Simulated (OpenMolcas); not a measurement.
# Ar³⁺: CASSCF terms and fine-structure levels

Wanted: the level scheme of Ar³⁺ from active-space wave functions.

Program: OpenMolcas 26.06. Level of theory: state-averaged CASSCF, spin-orbit coupling by RASSI with atomic mean-field integrals. These are calculated values, not measurements, unless marked.

## 1. What is computed

| Item | Value |
| --- | --- |
| Species | Ar³⁺ (argon, Z = 18, 15 electrons) |
| Basis | ANO-RCC-MB [3s2p], 9 functions |
| Scalar Hamiltonian | DKH2, point nucleus |
| Inactive shells | 1s 2s 2p |
| Active space | 5 electrons in 4 orbitals (3s 3p) |
| Some configurations of this space | 3p⁵, 3s 3p⁴, 3s² 3p³ |
| Orbitals | optimised for each spin and parity, averaged over the low roots |

The outer shells:

3p5
```
3p [↑↓][↑↓][↑ ]
```

3s 3p4
```
3s [↑ ]
3p [↑↓][↑ ][↑ ]
```

3s2 3p3
```
3s [↑↓]
3p [↑ ][↑ ][↑ ]
```

The work runs as a chain of OpenMolcas steps in one folder; each step below is one input file. Labels, J, g values, rates, χT and fits are worked out afterwards by a script from the matrices that RASSI stores.

## 2. One- and two-electron integrals

a.inp reads:

```
&GATEWAY
Coord
1

Ar 0.0 0.0 0.0
Basis=ANO-RCC-MB
Group=XYZ
NoMove
AngMom=0.0 0.0 0.0
AMFI
&SEWARD
```

Launch:

```
$ OMP_NUM_THREADS=1 MOLCAS_MEM=1689 MOLCAS_PROJECT=a pymolcas a.inp > a.log
```

Output:

```text
Basis set label: AR.ANO-RCC...3S2P.

      Electronic valence basis set:
      ------------------
      Associated Effective Charge  18.000000 au
      Associated Actual Charge     18.000000 au
      Nuclear Model: Point charge

      Shell  nPrim  nBasis  Cartesian Spherical Contaminant
         s      17       3        X
         p      12       2        X
                  Relativistic Douglas-Kroll-Hess integrals:
                    - DKH order of Hamiltonian: 2
                    - DKH order of Properties : 0
                  Atomic mean-field integrals
```

## 3. CASSCF: quartets of odd parity, 1 root

a.inp reads:

```
&RASSCF
FileOrb=start.orb
Symmetry=2
Spin=4
nActEl=5 0 0
Inactive=2 3
Ras2=1 3
CIRoot=1 1 1
SDav=1
CIMx=300
Iter=120 100
PrWF=0.3
OrbListing=Nothing
MaxOrb=0
Atom
>>> COPY $Project.JobIph JOB001
```

Launch:

```
$ OMP_NUM_THREADS=1 MOLCAS_MEM=1689 MOLCAS_PROJECT=a pymolcas a.inp > a.log
```

start.orb holds the contracted functions of the basis, ordered by shell, or the orbitals of the step before.

Output, shortened:

```text
[...]
      Number of active orbitals                  4
[...]
      Spin quantum number                      1.5
[...]
      Active orbitals                            1   3
[...]
      Number of CSFs                             1
      Number of root(s) required                 1
[...]
 ###    WARNING: Problems in orbital optimization.                           ###
 ###                                                                         ###
 ###                                                                         ###
[...]
      Convergence after  4 iterations
[...]
      Natural orbitals and occupation numbers for root  1
      sym 1:   2.000000
      sym 2:   1.000000   1.000000   1.000000
::    RASSCF root number  1 Total energy:   -525.43544763
```

The warning on the orbital optimisation comes with active orbitals that are nearly full or empty in all roots, whose rotations are then almost redundant.

## 4. Reference wave functions, doublets of odd parity, 8 roots

a.inp reads:

```
&RASSCF
FileOrb=start.orb
Symmetry=2
Spin=2
nActEl=5 0 0
Inactive=2 3
Ras2=1 3
CIRoot=8 8 1
SDav=11
CIMx=300
Iter=120 100
PrWF=0.3
OrbListing=Nothing
MaxOrb=0
Atom
>>> COPY $Project.JobIph JOB002
```

Output, shortened:

```text
[...]
      Number of active orbitals                  4
[...]
      Spin quantum number                      0.5
[...]
      Active orbitals                            1   3
[...]
      Number of CSFs                            11
      Number of root(s) required                 8
[...]
      Convergence after  4 iterations
[...]
      Natural orbitals and occupation numbers for root  1
      sym 1:   2.000000
      sym 2:   1.000000   1.000000   1.000000
      Natural orbitals and occupation numbers for root  2
      sym 1:   2.000000
      sym 2:   1.000000   1.000000   1.000000
      Natural orbitals and occupation numbers for root  3
      sym 1:   2.000000
      sym 2:   1.000000   1.000000   1.000000
::    RASSCF root number  1 Total energy:   -525.33516852
::    RASSCF root number  2 Total energy:   -525.33516852
[...]
::    RASSCF root number  5 Total energy:   -525.33516852
::    RASSCF root number  6 Total energy:   -525.29221136
::    RASSCF root number  7 Total energy:   -525.29221136
::    RASSCF root number  8 Total energy:   -525.29221136
```

## 5. Reference wave functions, quartets of even parity, 3 roots

a.inp reads:

```
&RASSCF
FileOrb=start.orb
Symmetry=1
Spin=4
nActEl=5 0 0
Inactive=2 3
Ras2=1 3
CIRoot=3 3 1
SDav=3
CIMx=300
Iter=120 100
PrWF=0.3
OrbListing=Nothing
MaxOrb=0
Atom
>>> COPY $Project.JobIph JOB003
```

Output:

```text
Wave function specifications:
      -----------------------------

      Number of closed shell electrons          10
      Number of electrons in active shells       5
      Max number of holes in RAS1 space          0
      Max nr of electrons in RAS3 space          0
      Number of inactive orbitals                5
      Number of active orbitals                  4
      Number of secondary orbitals               0
      Spin quantum number                      1.5
      State symmetry                             1
Orbital specifications:
      -----------------------

      Symmetry species                           1   2
                                                ag  au
      Frozen orbitals                            0   0
      Inactive orbitals                          2   3
      Active orbitals                            1   3
      RAS1 orbitals                              0   0
      RAS2 orbitals                              1   3
      RAS3 orbitals                              0   0
      Secondary orbitals                         0   0
      Deleted orbitals                           0   0
      Number of basis functions                  3   6
      Number of CSFs                             3
      Number of root(s) required                 3
      Iter CI   SX   CI       RASSCF       Energy    max ROT     max BLB   max BLB  Level Ln srch  Step   QN
          iter iter root      energy       change     param      element    value   shift minimum  type update
 Nr of preliminary CI iterations:   1
        1   1    3    0  -524.81593808    0.00E+00   4.07E-03    2   3 1  4.89E-02*  0.00   0.00    SX    NO
        2   1    2    0  -524.81616095   -2.23E-04*  1.33E-04    2   3 1  1.60E-03*  0.00   0.00    SX    NO
        3   1    2    0  -524.81616119   -2.37E-07* -4.34E-06    2   3 1  5.21E-05   0.00   0.00    SX    NO
        4   1    2    0  -524.81616119   -2.54E-10  -1.42E-07    2   3 1  1.70E-06   0.00   0.00    SX    NO
      Convergence after  4 iterations
        5   1    2    0  -524.81616119   -1.14E-13  -1.42E-07    2   3 1  5.55E-08   0.00   0.00    SX    NO
      Natural orbitals and occupation numbers for root  1
      sym 1:   1.000000
      sym 2:   2.000000   1.000000   1.000000
      Natural orbitals and occupation numbers for root  2
      sym 1:   1.000000
      sym 2:   1.000000   2.000000   1.000000
      Natural orbitals and occupation numbers for root  3
      sym 1:   1.000000
      sym 2:   1.000000   1.000000   2.000000
::    RASSCF root number  1 Total energy:   -524.81616119
::    RASSCF root number  2 Total energy:   -524.81616119
::    RASSCF root number  3 Total energy:   -524.81616119
```

## 6. Reference wave functions, doublets of even parity, 9 roots

a.inp reads:

```
&RASSCF
FileOrb=start.orb
Symmetry=1
Spin=2
nActEl=5 0 0
Inactive=2 3
Ras2=1 3
CIRoot=9 9 1
SDav=9
CIMx=300
Iter=120 100
PrWF=0.3
OrbListing=Nothing
MaxOrb=0
Atom
>>> COPY $Project.JobIph JOB004
```

Output, shortened:

```text
[...]
      Number of active orbitals                  4
[...]
      Spin quantum number                      0.5
[...]
      Active orbitals                            1   3
[...]
      Number of CSFs                             9
      Number of root(s) required                 9
[...]
      Convergence after  4 iterations
[...]
      Natural orbitals and occupation numbers for root  1
      sym 1:   1.000000
      sym 2:   2.000000   1.000000   1.000000
      Natural orbitals and occupation numbers for root  2
      sym 1:   1.000000
      sym 2:   1.000000   2.000000   1.000000
      Natural orbitals and occupation numbers for root  3
      sym 1:   1.000000
      sym 2:   1.000000   1.000000   2.000000
::    RASSCF root number  1 Total energy:   -524.61817132
::    RASSCF root number  2 Total energy:   -524.61817132
[...]
::    RASSCF root number  6 Total energy:   -524.51790386
::    RASSCF root number  7 Total energy:   -524.42289626
::    RASSCF root number  8 Total energy:   -524.42289626
::    RASSCF root number  9 Total energy:   -524.42289626
```

## 7. State interaction with spin-orbit coupling

a.inp reads:

```
&RASSI
NrOfJobIphs=4 1 8 3 9
1
1 2 3 4 5 6 7 8
1 2 3
1 2 3 4 5 6 7 8 9
IphNames
JOB001
JOB002
JOB003
JOB004
EJob
SpinOrbit
DIPRint=1.0
SOCoupling=1000.0
Subsets=2
MEES
Property=10
'ANGMOM' 1 'ANGMOM' 2 'ANGMOM' 3 'MLTPL  1' 1 'MLTPL  1' 2 'MLTPL  1' 3
'AMFI' 1 'AMFI' 2 'AMFI' 3 'MLTPL  2' 6
SOProperty=3
'ANGMOM' 1 'ANGMOM' 2 'ANGMOM' 3
```

Launch:

```
$ OMP_NUM_THREADS=1 MOLCAS_MEM=1689 MOLCAS_PROJECT=a pymolcas a.inp > a.log
```

Output, shortened:

```text
SPIN-FREE ENERGIES:
  (Shifted by EMIN (a.u.) =       -525.4354476281)
 SF State       Relative EMIN(au)   Rel lowest level(eV)    D:o, cm**(-1)      L_eff
     1             0.0000000000        0.0000000000              0.0000         0.0
     2             0.1002791119        2.7287336454          22008.7211         2.0
     3             0.1002791119        2.7287336454          22008.7211         2.0
     4             0.1002791119        2.7287336454          22008.7211         2.0
     5             0.1002791119        2.7287336454          22008.7211         2.0
     6             0.1002791119        2.7287336454          22008.7211         2.0
     7             0.1432362729        3.8976575459          31436.7282         1.0
     8             0.1432362729        3.8976575459          31436.7282         1.0
     9             0.1432362729        3.8976575459          31436.7282         1.0
    10             0.6192864400       16.8516425167         135917.6631         1.0
[...]
Eigenvalues of complex Hamiltonian:
   -----------------------------------
  (Shifted by EMIN (a.u.) =       -525.4354476281)
 SO State       Relative EMIN(au)   Rel lowest level(eV)    D:o, cm**(-1)     J-value
     1            -0.0000897413        0.0000000000              0.0000         1.2
     2            -0.0000897413        0.0000000000              0.0000         1.1
     3            -0.0000897413        0.0000000000              0.0000         1.1
     4            -0.0000897413        0.0000000000              0.0000         1.2
     5             0.0999071954        2.7210552657          21946.7908         1.1
     6             0.0999071954        2.7210552657          21946.7908         1.2
     7             0.0999071954        2.7210552657          21946.7908         1.2
     8             0.0999071954        2.7210552657          21946.7908         1.1
     9             0.1002791119        2.7311756294          22028.4170         2.3
    10             0.1002791119        2.7311756294          22028.4170         2.3
    11             0.1002791119        2.7311756294          22028.4170         1.8
[...]
```

These steps took 11 s in all on 1 thread, shared host.

Spin-free terms, from the roots grouped by L:

| configuration | term | E (cm⁻¹) |
| --- | --- | --- |
| 3s² 3p³ | ⁴S° | 0.0 |
| 3s² 3p³ | ²D° | 22009 |
| 3s² 3p³ | ²P° | 31437 |
| 3s 3p⁴ | ⁴P | 135918 |
| 3s 3p⁴ | ²D | 179371 |
| 3s 3p⁴ | ²S | 201378 |
| 3s 3p⁴ | ²P | 222229 |

Levels with spin-orbit coupling, from the RASSI matrices grouped by J:

| Configuration | Term | J | E (cm⁻¹) | g | Leading % |
| --- | --- | --- | --- | --- | --- |
| 3s² 3p³ | ⁴S° | 3/2 | 0.0 | 2.002 | 100 |
| 3s² 3p³ | ²D° | 3/2 | 21947 | 0.804 | 99 |
| 3s² 3p³ | ²D° | 5/2 | 22028 | 1.200 | 100 |
| 3s² 3p³ | ²P° | 1/2 | 31469 | 0.666 | 100 |
| 3s² 3p³ | ²P° | 3/2 | 31551 | 1.330 | 99 |
| 3s 3p⁴ | ⁴P | 5/2 | 135538 | 1.601 | 100 |
| 3s 3p⁴ | ⁴P | 3/2 | 136197 | 1.735 | 100 |
| 3s 3p⁴ | ⁴P | 1/2 | 136579 | 2.670 | 100 |
| 3s 3p⁴ | ²D | 3/2 | 179386 | 0.800 | 100 |
| 3s 3p⁴ | ²D | 5/2 | 179398 | 1.201 | 100 |
| 3s 3p⁴ | ²S | 1/2 | 201390 | 2.001 | 100 |
| 3s 3p⁴ | ²P | 3/2 | 221991 | 1.334 | 100 |
| 3s 3p⁴ | ²P | 1/2 | 222799 | 0.667 | 100 |

The strongest lines between these levels (CASSCF energies, vacuum wavelengths; moments from the reference wave functions; branching within the model space):

| upper | lower | type | λ (nm) | A (s-1) | branching % |
| --- | --- | --- | --- | --- | --- |
| 3s 3p⁴ ²P_3/2 | 3s² 3p³ ⁴S°_3/2 | E1 | 45.05 | 6.22e+06 | 0.0 |
| 3s 3p⁴ ²S_1/2 | 3s² 3p³ ⁴S°_3/2 | E1 | 49.65 | 3.41e+06 | 0.0 |
| 3s 3p⁴ ²P_1/2 | 3s² 3p³ ²D°_3/2 | E1 | 49.79 | 2.73e+10 | 69.2 |
| 3s 3p⁴ ²P_3/2 | 3s² 3p³ ²D°_3/2 | E1 | 49.99 | 3.77e+09 | 9.6 |
| 3s 3p⁴ ²P_3/2 | 3s² 3p³ ²D°_5/2 | E1 | 50.01 | 2.65e+10 | 67.3 |
| 3s 3p⁴ ²P_1/2 | 3s² 3p³ ²P°_1/2 | E1 | 52.27 | 6.30e+09 | 16.0 |
| 3s 3p⁴ ²P_1/2 | 3s² 3p³ ²P°_3/2 | E1 | 52.29 | 5.82e+09 | 14.8 |
| 3s 3p⁴ ²P_3/2 | 3s² 3p³ ²P°_1/2 | E1 | 52.49 | 1.72e+09 | 4.4 |
| 3s 3p⁴ ²P_3/2 | 3s² 3p³ ²P°_3/2 | E1 | 52.51 | 7.39e+09 | 18.8 |
| 3s 3p⁴ ²S_1/2 | 3s² 3p³ ²D°_3/2 | E1 | 55.73 | 2.20e+08 | 1.3 |
| 3s 3p⁴ ²S_1/2 | 3s² 3p³ ²P°_1/2 | E1 | 58.85 | 5.91e+09 | 35.1 |
| 3s 3p⁴ ²S_1/2 | 3s² 3p³ ²P°_3/2 | E1 | 58.88 | 1.07e+10 | 63.5 |
| 3s 3p⁴ ²D_5/2 | 3s² 3p³ ²D°_3/2 | E1 | 63.51 | 3.92e+08 | 3.9 |
| 3s 3p⁴ ²D_3/2 | 3s² 3p³ ²D°_3/2 | E1 | 63.52 | 8.02e+09 | 78.9 |
| 3s 3p⁴ ²D_5/2 | 3s² 3p³ ²D°_5/2 | E1 | 63.54 | 7.98e+09 | 79.2 |
| 3s 3p⁴ ²D_3/2 | 3s² 3p³ ²D°_5/2 | E1 | 63.55 | 7.77e+08 | 7.6 |
| 3s 3p⁴ ²D_3/2 | 3s² 3p³ ²P°_1/2 | E1 | 67.61 | 1.27e+09 | 12.5 |
| 3s 3p⁴ ²D_5/2 | 3s² 3p³ ²P°_3/2 | E1 | 67.64 | 1.70e+09 | 16.9 |
| 3s 3p⁴ ²D_3/2 | 3s² 3p³ ²P°_3/2 | E1 | 67.64 | 8.79e+07 | 0.9 |
| 3s 3p⁴ ⁴P_1/2 | 3s² 3p³ ⁴S°_3/2 | E1 | 73.22 | 3.73e+09 | 100.0 |
| 3s 3p⁴ ⁴P_3/2 | 3s² 3p³ ⁴S°_3/2 | E1 | 73.42 | 3.69e+09 | 100.0 |
| 3s 3p⁴ ⁴P_5/2 | 3s² 3p³ ⁴S°_3/2 | E1 | 73.78 | 3.64e+09 | 100.0 |

## 8. Comparison with measured levels

A. CASSCF

Energies in cm⁻¹ above each method's lowest level; measured values from Saloman, J. Phys. Chem. Ref. Data 39, 033101 (2010).

| level | A | measured |
| --- | --- | --- |
| 3s² 3p³ ⁴S°_3/2 | 0.0 | 0.0 |
| 3s² 3p³ ²D°_3/2 | 21947 | 21091 |
| 3s² 3p³ ²D°_5/2 | 22028 | 21220 |
| 3s² 3p³ ²P°_1/2 | 31469 | 34855 |
| 3s² 3p³ ²P°_3/2 | 31551 | 35032 |
| 3s 3p⁴ ⁴P_5/2 | 135538 | 117563 |
| 3s 3p⁴ ⁴P_3/2 | 136197 | 118516 |
| 3s 3p⁴ ⁴P_1/2 | 136579 | 119043 |
| 3s 3p⁴ ²D_3/2 | 179386 | 145921 |
| 3s 3p⁴ ²D_5/2 | 179398 | 145999 |
| 3s 3p⁴ ²S_1/2 | 201390 | 177832 |
| 3s 3p⁴ ²P_3/2 | 221991 | 222956 |
| 3s 3p⁴ ²P_1/2 | 222799 | 224019 |

Mean absolute deviation from the 12 measured excited levels that all methods hold: A 13000 cm⁻¹.

## 9. Results

| quantity | value |
| --- | --- |
| method | CASSCF |
| lowest level | 3s² 3p³ ⁴S°_3/2, 100 % of that term, g = 2.002 |
| ground level listed by NIST | 4S°3/2 |
| first excited level | 3s² 3p³ ²D°_3/2 at 21947 cm⁻¹ |
| spin-orbit lowering of the lowest level | 19.7 cm⁻¹ |
| strongest of the lines computed, by gA, at CASSCF energies | 3s 3p⁴ ²P_3/2 → 3s² 3p³ ²D°_5/2, 50.01 nm, A = 2.65e+10 s⁻¹ |

What this shows: The computed levels miss the measured ones by 13000 cm⁻¹ on average. Only the configurations of the active space and the roots asked for are present. Not all states of the active space went into the spin-orbit step. No d shell is active. The basis is small and contracted for the neutral atom, so it is rough for this charge. Levels of other configurations are missing from the list.
